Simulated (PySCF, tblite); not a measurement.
**C₅H₇N₃O: geometry, infrared bands and NMR shifts**

Wanted: the infrared bands and NMR shifts of C₅H₇N₃O (`Cc1nnn(C)c1C=O`), by calculation.

Programs: tblite 0.8.0 and PySCF 2.14.0, with density-fitted response routines of our own. Each step states its level of theory. These are calculated values for one molecule in the gas phase, unless marked as measured. Atoms count from 0, in the outputs and in this text.

### 1 The starting structure

16 atoms, charge 0, multiplicity 1; geometry from: force field or distance geometry start.

Bonds of the start (Å): C0–C1 1.46, C1–N2 1.38, N2–N3 1.31, N3–N4 1.34, N4–C5 1.44, N4–C6 1.37, C6–C7 1.43, C7–O8 1.22, C6–C1 1.39, C0–H9 1.10, C0–H10 1.10, C0–H11 1.09, C5–H12 1.09, C5–H13 1.09, C5–H14 1.09, C7–H15 1.11.

### 2 Geometry optimisation with GFN2-xTB

Job settings and geometry (Å):

```
{"job": {"kind": "relax", "xc": "GFN2-xTB", "basis": "xTB"}, "charge": 0, "multiplicity": 1}
C     -2.473000    -0.480300    -0.297200
C     -1.029700    -0.658400    -0.144800
N     -0.474400    -1.923500    -0.101600
N      0.825700    -1.795300     0.038600
N      1.111700    -0.493200     0.120100
C      2.472300    -0.060800     0.276300
C     -0.016300     0.277800    -0.000500
C     -0.071300     1.709800     0.036600
O      0.900300     2.439000     0.162700
H     -2.998500    -1.442000    -0.374500
H     -2.900900     0.054000     0.562300
H     -2.700800     0.097000    -1.198900
H      3.127800    -0.932100     0.341700
H      2.555600     0.509100     1.205400
H      2.751900     0.563500    -0.578400
H     -1.088000     2.144300    -0.059200
```

Run with:

```console
> OMP_NUM_THREADS=1 python probes_run.py task.json out
```

This one command runs all jobs of the session in turn.

What it wrote:

```text
step      E/eV     max force
  0    -736.69109    2.085
  1    -736.78846    1.218
  2    -736.80330    0.694
  3    -736.80932    0.215
  4    -736.81257    0.193
  5    -736.81631    0.158
  6    -736.81739    0.094
  7    -736.81825    0.053
  8    -736.81862    0.045
  9    -736.81876    0.021
 10    -736.81881    0.019
 11    -736.81885    0.019
 12    -736.81887    0.013
 13    -736.81889    0.011
 14    -736.81890    0.011
 15    -736.81891    0.016
 16    -736.81893    0.016
 17    -736.81895    0.012
 18    -736.81897    0.014
 19    -736.81900    0.012
 20    -736.81902    0.012
 21    -736.81903    0.009
```

It took 0.13 s on 1 thread of Arm Neoverse V1, shared host.

Relaxation path:

```
step  energy from step 0 (eV)  largest force (eV/Å)
   0                   0.0000                2.0854
   1                  -0.0974                1.2184
   2                  -0.1122                0.6942
   3                  -0.1182                0.2152
   4                  -0.1215                0.1934
   5                  -0.1252                0.1576
   6                  -0.1263                0.0937
   7                  -0.1272                0.0532
   8                  -0.1275                0.0446
   9                  -0.1277                0.0213
  10                  -0.1277                0.0188
  11                  -0.1278                0.0193
  12                  -0.1278                0.0132
  13                  -0.1278                0.0112
  14                  -0.1278                0.0108
  15                  -0.1278                0.0158
  16                  -0.1278                0.0158
  17                  -0.1279                0.0124
  18                  -0.1279                0.0139
  19                  -0.1279                0.0124
  20                  -0.1279                0.0121
  21                  -0.1279                0.0088
```

Close pairs (by a distance rule), those that changed most:

```
  bond  before (Å)  after (Å)  change (Å)
 C1–N2       1.382      1.340      -0.042
 N2–N3       1.314      1.289      -0.025
 N3–N4       1.336      1.311      -0.025
 C0–C1       1.462      1.481      +0.018
 C1–C6       1.387      1.402      +0.015
 C0–H9       1.099      1.086      -0.013
 C7–O8       1.221      1.209      -0.013
C0–H10       1.099      1.089      -0.010
```

The final coordinates are the input of the step that follows.

### 3 Vibrational analysis with GFN2-xTB

Job settings and geometry (Å):

```
{"job": {"kind": "ir", "xc": "GFN2-xTB", "basis": "xTB"}, "charge": 0, "multiplicity": 1}
C     -2.496675    -0.482808    -0.297281
C     -1.038236    -0.681273    -0.135814
N     -0.468820    -1.893992    -0.105452
N      0.805093    -1.767301     0.041405
N      1.114888    -0.495679     0.111723
C      2.465323    -0.055174     0.278481
C     -0.015221     0.267283     0.005409
C     -0.046960     1.706831     0.040193
O      0.914298     2.428722     0.166381
H     -2.979557    -1.452400    -0.375645
H     -2.906362     0.055440     0.556238
H     -2.704487     0.096214    -1.195967
H      3.097792    -0.939056     0.329211
H      2.559264     0.530555     1.193673
H      2.761878     0.574839    -0.560906
H     -1.069819     2.116742    -0.063060
```

What it wrote:

```text
mode    cm-1     km/mol
  1      58.6      0.39
  2      88.7      4.18
  3     114.6     19.43
  4     158.6      0.34
  5     165.9      6.84
  6     249.7      6.28
  7     258.9      0.51
  8     330.7      0.15
  9     364.6      2.84
 10     511.8      0.56
 11     625.4      4.74
 12     646.9      0.48
 13     678.8      0.04
 14     760.7     33.09
 15     834.6     19.98
 16     915.3      1.88
 17    1000.3      0.78
 18    1029.6     10.62
 19    1049.0     17.97
 20    1077.5     20.48
 21    1099.4      0.80
 22    1240.2      6.52
 23    1279.6     16.21
 24    1312.3     22.16
 25    1366.6      2.84
 26    1388.7      2.48
 27    1390.6      7.55
 28    1411.5     53.42
 29    1431.9     12.66
 30    1446.4     94.69
 31    1452.1     12.68
 32    1462.7     10.17
 33    1470.3     35.26
 34    1531.3    107.37
 35    1723.4    426.09
 36    2778.9     99.40
 37    3001.3      2.68
 38    3009.5     16.99
 39    3016.7      4.17
 40    3020.1     14.18
 41    3049.0      2.85
 42    3066.0      5.23
```

Run time: 0.49 s. Hardware: 1 thread of Arm Neoverse V1, shared host.

Which atoms move in the most intense modes:

```
cm⁻¹  km/mol                                 atoms
 761    33.1    C7 36 %, C5 20 %, N2 11 %, N3 11 %
1312    22.2    N4 33 %, N3 22 %, C1 14 %, N2 12 %
1412    53.4             N4 28 %, C1 15 %, N2 11 %
1446    94.7   C6 28 %, N4 22 %, C1 12 %, H10 11 %
1470    35.3  H10 28 %, H11 28 %, H9 13 %, C1 11 %
1531   107.4                      C1 48 %, C6 36 %
1723   426.1                      C7 60 %, O8 38 %
2779    99.4                              H15 94 %
```

### 4 NMR shieldings: PBE0/pcSseg-1

Same as in step 3 but for these lines:

```diff
@@ -1,2 +1,2 @@
-{"job": {"kind": "ir", "xc": "GFN2-xTB", "basis": "xTB"}, "charge": 0, "multiplicity": 1}
+{"job": {"kind": "nmr", "xc": "PBE0", "basis": "pcSseg-1"}, "charge": 0, "multiplicity": 1}
 C     -2.496675    -0.482808    -0.297281
```

Method: GIAO PBE0/pcSseg-1 NMR shielding, non-relativistic, gas phase.

What it wrote:

```text
coarse grid: 14048 points
cycle   1  E = -433.4335142295  dE =  1.835e+00  |g| = 8.664e-01  |ddm| = 3.890e+00
cycle   2  E = -432.9130134193  dE =  5.205e-01  |g| = 1.812e+00  |ddm| = 2.832e+00
cycle   3  E = -433.5824254810  dE = -6.694e-01  |g| = 1.419e-01  |ddm| = 2.198e+00
cycle   4  E = -433.5848266371  dE = -2.401e-03  |g| = 1.038e-01  |ddm| = 1.808e-01
cycle   5  E = -433.5867862966  dE = -1.960e-03  |g| = 3.575e-02  |ddm| = 9.541e-02
cycle   6  E = -433.5870452663  dE = -2.590e-04  |g| = 9.596e-03  |ddm| = 3.314e-02
cycle   7  E = -433.5870644497  dE = -1.918e-05  |g| = 3.105e-03  |ddm| = 1.156e-02
cycle   8  E = -433.5870663629  dE = -1.913e-06  |g| = 1.051e-03  |ddm| = 3.250e-03
final grid: 137832 points
cycle   9  E = -433.6454185145  dE = -2.557e-05  |g| = 1.276e-02  |ddm| = 4.168e-02
cycle  10  E = -433.6453367038  dE =  8.181e-05  |g| = 2.421e-02  |ddm| = 3.033e-02
cycle  11  E = -433.6454509076  dE = -1.142e-04  |g| = 2.658e-03  |ddm| = 2.154e-02
cycle  12  E = -433.6454523678  dE = -1.460e-06  |g| = 3.735e-04  |ddm| = 2.302e-03
cycle  13  E = -433.6454523918  dE = -2.401e-08  |g| = 2.083e-04  |ddm| = 4.528e-04
cycle  14  E = -433.6454524006  dE = -8.789e-09  |g| = 6.093e-05  |ddm| = 1.920e-04
cycle  15  E = -433.6454524013  dE = -7.318e-10  |g| = 1.719e-05  |ddm| = 5.963e-05
converged SCF energy = -433.6454524013

GIAO shielding tensors (ppm)
atom      isotropic    diamagn.    paramagn.     s11        s22        s33       span
  0 C      174.128     247.240     -73.112    161.903    170.097    190.385     28.482
  1 C       30.474     259.372    -228.898    -34.119      5.819    119.723    153.842
  2 N     -113.833     329.559    -443.392   -334.061   -164.651    157.213    491.275
  3 N     -146.841     315.609    -462.450   -397.063   -145.235    101.776    498.840
  4 N        1.197     337.436    -336.239   -161.664     45.451    119.804    281.468
  5 C      147.900     245.194     -97.294    129.585    133.966    180.149     50.564
  6 C       49.704     259.977    -210.273     -1.882     18.847    132.149    134.030
  7 C        3.745     245.244    -241.499    -87.169     -2.526    100.931    188.099
  8 O     -314.440     399.449    -713.889   -976.518   -374.646    407.845   1384.364
  9 H       28.669      27.271       1.398     24.060     27.404     34.542     10.482
 10 H       28.986      28.685       0.301     24.496     27.297     35.165     10.669
 11 H       28.988      28.680       0.309     24.500     27.288     35.178     10.678
 12 H       27.148      28.795      -1.647     22.494     26.935     32.016      9.522
 13 H       27.466      29.445      -1.978     23.266     26.148     32.984      9.717
 14 H       27.464      29.435      -1.970     23.271     26.130     32.991      9.719
 15 H       21.264      29.429      -8.165     17.477     22.725     23.590      6.113
```

Wall time 27 s (1 thread of Arm Neoverse V1, shared host); peak memory 0.84 GiB.

The references, computed at this level on geometries of the same kind, shield at (ppm): 1H TMS 31.72, 13C TMS 186.9, 15N NH3 267.7, 17O H2O 336.1. Their shielding less the atom's gives the shift. The references are single molecules in the gas phase, so shifts against H2O, NH3, PH3, H3PO4 or CFCl3 are not on the usual liquid scales and can be off by tens of ppm. Atoms listed in one row are averaged.

```
        atoms                                          environment  σ (ppm)  δ (ppm)  δ scaled to CDCl3
           C7                             aldehyde carbonyl carbon      3.7    183.2              176.9
           C1  substituted aromatic carbon next to a ring nitrogen     30.5    156.5              150.8
           C6  substituted aromatic carbon next to a ring nitrogen     49.7    137.2              132.0
           C5                            methyl carbon bonded to N    147.9     39.0               36.2
           C0                    methyl carbon on an aromatic ring    174.1     12.8               10.6
          H15              hydrogen on an aldehyde carbonyl carbon    21.26    10.45               9.96
H12, H13, H14              hydrogen on a methyl carbon bonded to N    27.36     4.36               4.21
 H9, H10, H11      hydrogen on a methyl carbon on an aromatic ring    28.88     2.84               2.78
           N3                   pyridine-type nitrogen of an azole   -146.8    414.6                  –
           N2                   pyridine-type nitrogen of an azole   -113.8    381.6                  –
           N4                           pyrrole-type ring nitrogen      1.2    266.5                  –
           O8                                      aldehyde oxygen   -314.4    650.5                  –
```

The scaled column applies a straight-line fit of computed shieldings to shifts measured in CDCl3 (root-mean-square error 0.16 ppm for H, 1.9 ppm for C).

Charges from the same density, by scheme (e):

```
atoms  Mulliken    IAO  Hirshfeld  ESP fit
   C0     -0.14  -0.44      -0.11    -0.57
   C1     -0.08   0.09       0.04     0.54
   N2     -0.28  -0.21      -0.14    -0.36
   N3      0.01  -0.09      -0.06    -0.30
   N4     -0.51   0.07       0.06     0.60
   C5     -0.01  -0.32      -0.05    -0.49
   C6      0.12  -0.06      -0.01    -0.45
   C7      0.35   0.23       0.11     0.42
   O8     -0.38  -0.41      -0.23    -0.45
```

Mayer bond orders: C0–C1 1.08, C1–N2 1.39, N2–N3 1.41, N3–N4 1.27, N4–C5 0.90, N4–C6 0.99, C6–C7 1.07, C7–O8 1.92, C6–C1 1.29.

Ring of atoms C1, N2, N3, N4, C6: NICS(0) -11.3, NICS(1) -12.6, NICS(1)zz -29.8 ppm (means of both faces).

### 5 Summary of results

| quantity | value |
| --- | --- |
| strongest single infrared mode (GFN2-xTB) | 1723 cm⁻¹, 426 km/mol |
| zero-point energy (GFN2-xTB) | 75.6 kcal/mol |
| 13C shifts against TMS (PBE0/pcSseg-1) | 183.2, 156.5, 137.2, 39.0, 12.8 ppm |
| 1H shifts against TMS (PBE0/pcSseg-1, means over atoms taken as alike) | 10.45, 4.36, 2.84 ppm |
| 15N shifts against NH3 (PBE0/pcSseg-1) | 414.6, 381.6, 266.5 ppm |
| 17O shifts against H2O (PBE0/pcSseg-1) | 650.5 ppm |

What this shows: Over 21 steps the energy fell by 0.128 eV; of the close pairs, C1–N2 changed most, 1.382 to 1.340 Å. All 42 modes are real, so the xTB geometry is a minimum. The strongest single mode, at 1723 cm⁻¹, moves mainly C7 and O8. GFN2-xTB is a fitted tight-binding method: band positions and strengths are rough. Its intensities can rank the bands wrongly. The most deshielded carbon is C7 (aldehyde carbonyl carbon), at 183.2 ppm: the double bond to the heteroatom, with no lone-pair donor beside it, deshields it most. The most deshielded hydrogen is H15 (hydrogen on an aldehyde carbonyl carbon), at 10.45 ppm: deshielded by the polar, anisotropic C=O bond. At PBE0/pcSseg-1: Shielding is most anisotropic at O8 (span 1384 ppm, paramagnetic term -714 ppm). NICS(1)zz of -30 ppm above the planar ring from C1 marks a diatropic (aromatic) ring current.
